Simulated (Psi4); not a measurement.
**C5H12O2 (diethoxymethane): PBE/def2-TZVP (density fitting)**

What is the vertical ionisation energy of C5H12O2 (diethoxymethane) at PBE/def2-TZVP (density fitting)? 

Program for the calculation: Psi4 1.11.

2 further runs of the same task are left out: 1 that didn't finish, 1 set aside as unsound or not needed.

## Step 1: Starting point

C5H12O2 has 19 atoms, charge 0, and is taken as a singlet. SMILES: `CCOCOCC`. The shape is that of a PBE0-D4/def2-TZVP optimisation. This is one conformer, not always the lowest.

Some bond lengths: C1–C2 1.514 Å, C2–O3 1.419 Å, O3–C4 1.393 Å, C4–O5 1.392 Å, O5–C6 1.415 Å, C6–C7 1.506 Å, C1–H8 1.092 Å, C1–H9 1.092 Å, C1–H10 1.093 Å, C2–H11 1.096 Å, C2–H12 1.093 Å, C4–H13 1.097 Å, C4–H14 1.096 Å, C6–H15 1.100 Å, C6–H16 1.096 Å, C7–H17 1.092 Å. Some angles: C1–C2–O3 112.3°, C2–O3–C4 114.1°, O3–C4–O5 113.7°, C4–O5–C6 113.6°, O5–C6–C7 108.5°, C1–C2–H11 111.1°, C1–C2–H12 110.2°, O3–C2–H11 109.8°, O3–C2–H12 105.7°, C2–C1–H8 111.7°.

## Step 2: The energy at PBE/def2-TZVP (density fitting)

File job.inp:

```
memory 2.2 GB

molecule geom {
  0 1
  C     -2.936020     0.239340    -0.731640
  C     -1.557780    -0.367540    -0.883390
  O     -1.022920    -0.803800     0.356670
  C     -0.381390     0.196970     1.083260
  O      0.818710     0.616160     0.517050
  C      1.830900    -0.372610     0.535750
  C      3.083750     0.215130    -0.059340
  H     -2.915160     1.140740    -0.114810
  H     -3.620310    -0.475370    -0.270240
  H     -3.335300     0.518070    -1.710180
  H     -0.866180     0.337100    -1.358580
  H     -1.604530    -1.257450    -1.515520
  H     -0.215620    -0.229180     2.080880
  H     -0.997400     1.100170     1.160560
  H      2.005080    -0.693710     1.573690
  H      1.505610    -1.253850    -0.028850
  H      2.910470     0.523740    -1.092230
  H      3.409140     1.088900     0.508600
  H      3.888940    -0.522780    -0.051670
  units angstrom
  symmetry c1
  no_reorient
  no_com
}

set puream true
set e_convergence 1e-09
set d_convergence 1e-08
set scf_type df
set dft_radial_points 99
set dft_spherical_points 590

e, wfn = energy('pbe/def2-TZVP', return_wfn=True)
oeprop(wfn, 'MULLIKEN_CHARGES', 'QUADRUPOLE', 'WIBERG_LOWDIN_INDICES')
```

The run is started by

```console
$ psi4 job.inp job.out -n 1
```

job.out:

```text
[...]
  Running in c1 symmetry.
[...]
  Nuclear repulsion =  333.830921859183434
[...]
  Multiplicity = 1
[...]
  Nalpha       = 29
  Nbeta        = 29
[...]
    Number of basis functions: 289
[...]
   @DF-RKS iter   1:  -346.95620406468788    1.37542e-01   4.74418e-03 ADIIS/DIIS
[...]
   @DF-RKS iter  13:  -347.88104903020775   -1.54614e-11   3.32284e-09 DIIS
[...]
    Orbital Energies [Eh]
    ---------------------
    Doubly Occupied:
       1A    -18.755644     2A    -18.753892     3A     -9.963896
       4A     -9.921870     5A     -9.921601     6A     -9.871543
       7A     -9.870237     8A     -0.984496     9A     -0.926453
      10A     -0.700848    11A     -0.681756    12A     -0.610518
      13A     -0.565008    14A     -0.523090    15A     -0.460191
      16A     -0.455172    17A     -0.447403    18A     -0.410920
      19A     -0.383798    20A     -0.371017    21A     -0.353469
      22A     -0.338751    23A     -0.334151    24A     -0.322794
      25A     -0.312885    26A     -0.297458    27A     -0.255394
      28A     -0.229555    29A     -0.225307
[...]
  @DF-RKS Final Energy:  -347.88104903020775
   => Energetics <=
    Nuclear Repulsion Energy =            333.8309218591834338
    One-Electron Energy =               -1134.3284918348292649
    Two-Electron Energy =                 501.0436009865309757
    DFT Exchange-Correlation Energy =     -48.4270800410929496
    Empirical Dispersion Energy =           0.0000000000000000
    VV10 Nonlocal Energy =                  0.0000000000000000
    Total Energy =                       -347.8810490302077483
[...]
 Multipole Moments:
 ------------------------------------------------------------------------------------
     Multipole            Electronic (a.u.)      Nuclear  (a.u.)        Total (a.u.)
 ------------------------------------------------------------------------------------
 L = 1.  Multiply by 2.5417464519 to convert [e a0] to [Debye]
 Dipole X            :          2.3329838           -2.3284827            0.0045010
 Dipole Y            :          3.3257738           -3.3202488            0.0055250
 Dipole Z            :        -11.1478070           11.0345833           -0.1132238
 Magnitude           :                                                    0.1134478
 L = 2.  Multiply by 1.3450342976 to convert [e a0^2] to [Debye ang]
 Quadrupole XX       :       -876.9041807          845.1168122          -31.7873685
 Quadrupole XY       :        -25.1588932           23.3511972           -1.8076960
[...]
  Mulliken Charges: (a.u.)
   Center  Symbol    Alpha    Beta     Spin     Total
       1     C     3.16720  3.16720  0.00000 -0.33441
       2     C     3.03690  3.03690  0.00000 -0.07380
       3     O     4.12763  4.12763  0.00000 -0.25525
       4     C     2.95876  2.95876  0.00000  0.08248
       5     O     4.12325  4.12325  0.00000 -0.24650
       6     C     3.03470  3.03470  0.00000 -0.06941
       7     C     3.15935  3.15935  0.00000 -0.31870
       8     H     0.44580  0.44580  0.00000  0.10841
       9     H     0.44227  0.44227  0.00000  0.11546
      10     H     0.44454  0.44454  0.00000  0.11092
      11     H     0.45050  0.45050  0.00000  0.09901
[...]
```

Run time: 3.9 min. Hardware: 1 thread of Intel Xeon Platinum 8259CL at 2.50GHz (Skylake/Cascade Lake), shared host; peak memory 1.9 GiB.

## Step 3: The doublet cation: energy and gradient at UPBE/def2-TZVP (density fitting)

File calc.in:

```
memory 2200 mb

molecule {
  1 2
  C     -5.54827370     0.45228705    -1.38259922
  C     -2.94377756    -0.69454994    -1.66936516
  O     -1.93303865    -1.51896186     0.67400862
  C     -0.72072265     0.37221935     2.04706472
  O      1.54713768     1.16437365     0.97708289
  C      3.45989956    -0.70413085     1.01242077
  C      5.82744294     0.40653678    -0.11213635
  H     -5.50885401     2.15568618    -0.21695946
  H     -6.84139439    -0.89831911    -0.51067959
  H     -6.30280354     0.97901041    -3.23177182
  H     -1.63684297     0.63702668    -2.56734412
  H     -3.03212226    -2.37623612    -2.86391774
  H     -0.40746275    -0.43308743     3.93229330
  H     -1.88481284     2.07901999     2.19314055
  H      3.78905206    -1.31092191     2.97384311
  H      2.84519055    -2.36943310    -0.05451860
  H      5.49999119     0.98972516    -2.06401557
  H      6.44234092     2.05772278     0.96111471
  H      7.34903152    -0.98791102    -0.09764215
  units au
  symmetry c1
}

set {
  basis                def2-TZVP
  reference            uks
  puream               true
  e_convergence        1e-09
  d_convergence        1e-08
  scf_type             df
  dft_radial_points    99
  dft_spherical_points 590
  maxiter              100
}

E, wfn = gradient('pbe', return_wfn=True)
```

The run is started by

```console
$ psi4 calc.in calc.out -n 1
```

calc.out, cut to the lines that bear on the results:

```text
[...]
  Running in c1 symmetry.
[...]
  Nuclear repulsion =  333.830921888086493
[...]
  Multiplicity = 2
[...]
  Nalpha       = 29
  Nbeta        = 28
[...]
    Number of basis functions: 289
[...]
   @DF-UKS iter   1:  -346.75313762499911    3.40609e-01   4.40529e-03 DIIS/ADIIS
[...]
   @DF-UKS iter  80:  -347.54366694352285   -1.07434e-11   6.26364e-10 DIIS
[...]
   @S^2 Observed:                7.518022656E-01
[...]
  @DF-UKS Final Energy:  -347.54366694352285
   => Energetics <=
    Nuclear Repulsion Energy =            333.8309218880864933
    One-Electron Energy =               -1122.3347023867313510
    Two-Electron Energy =                 489.0366378644284282
    DFT Exchange-Correlation Energy =     -48.0765243093064782
    Empirical Dispersion Energy =           0.0000000000000000
    VV10 Nonlocal Energy =                  0.0000000000000000
    Total Energy =                       -347.5436669435228509
[...]
 Multipole Moments:
[...]
  -Total Gradient:
     Atom            X                  Y                   Z
    ------   -----------------  -----------------  -----------------
       1        0.016839335749    -0.004492186407    -0.003708351801
       2       -0.012373363397     0.003918729312     0.008373120982
       3        0.012317005921     0.013983073389     0.009587181214
       4        0.003636022806    -0.004625131139    -0.020754852313
       5       -0.013296281590    -0.004255542717     0.005564838927
       6       -0.018888855513    -0.024728387487     0.007885968117
       7        0.003760667568     0.007231099764    -0.001692436842
       8       -0.002897077972    -0.004121024332    -0.002302475001
       9        0.001632997477     0.003843822060    -0.000824092844
      10       -0.001813002915     0.000679730780     0.004518961045
      11       -0.003546188665    -0.008184316555    -0.000985802287
      12        0.004933770278     0.008254947258    -0.000670297725
[...]
```

Wall time 34 min (1 thread of Intel Xeon Platinum 8259CL at 2.50GHz (Skylake/Cascade Lake), shared host); peak memory 1.9 GiB.

## Step 4: Results

Level: PBE/def2-TZVP (density fitting).

| quantity | value |
| --- | --- |
| singlet C5H12O2: total energy | -347.88105 Eh |
| singlet C5H12O2: dipole moment | 0.29 D |
| singlet C5H12O2: HOMO energy | -6.13 eV |
| singlet C5H12O2: LUMO energy | 0.55 eV |
| singlet C5H12O2: HOMO–LUMO gap | 6.68 eV |
| doublet cation: total energy | -347.54367 Eh |
| doublet cation: HOMO energy (highest over α and β) | -12.09 eV |
| doublet cation: LUMO energy (lowest over α and β) | -12.05 eV |
| doublet cation: ⟨S²⟩ | 0.752 |
| doublet cation: largest force on an atom | 1.651 eV/Å |
| vertical ionisation energy (to the doublet cation) | 9.181 eV |

**Reading.** Removing an electron at fixed nuclei costs 9.18 eV (886 kJ/mol). The negative HOMO energy of the first species, 6.13 eV, lies 3.05 eV below that difference.
